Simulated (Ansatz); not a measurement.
Input of an Ansatz 0.2.0 run:

input.yaml

```yaml
crystal:
  lattice:
    - [6.37157, 0.0, 0.0]
    - [-3.18578, 5.51794, 0.0]
    - [0.0, 0.0, 4.47866]
  atoms:
    - { symbol: Cs, position: [0.0, 0.0, 0.0] }
    - { symbol: Si, position: [0.66667, 0.33333, 0.25039] }
    - { symbol: Si, position: [0.66667, 0.33333, 0.74961] }
hamiltonian:
  xc: { exchange: pbe, correlation: pbe, exx: { coeff: 0.1, omega: 0.2 } }
  pseudopotentials: { kind: paw }
kpoints:
  mp_grid: { grid: [3, 3, 3] }
scf:
  occupations: { method: fermi_dirac, width: 0.05 }
output:
  forces: true
  stress: true
  eigenvalues: true
```

Potentials or basis: Ansatz PAW.

Run with:

```console
$ ansatz run input.yaml --threads 2 --pin off --max-ram 5632MiB --backend cpu --events-out ev --progress --plain --runs-dir out
```

Problem. Predict the largest force.

Solution. 0.023 eV/Å.

Problem. What does it give for the band gap on the k mesh?

Solution. None (metal or under the smearing width).

Problem. Estimate the pressure.

Solution. 0.3 GPa.

Stress tensor (GPa, compression positive):
```
-0.04  0.00  0.00
 0.00 -0.04  0.00
 0.00  0.00  0.87
```

Caveat: the k mesh is coarse (spacing up to 0.47 Å⁻¹), so the values aren't converged, least of all with exact exchange; the PAW data sets come from PBE, with cores solved anew for the run's functional, which leaves a small shift of forces and pressure; the thresholds are loose for stress. Spin-orbit coupling is left out, which matters for the levels of Cs.
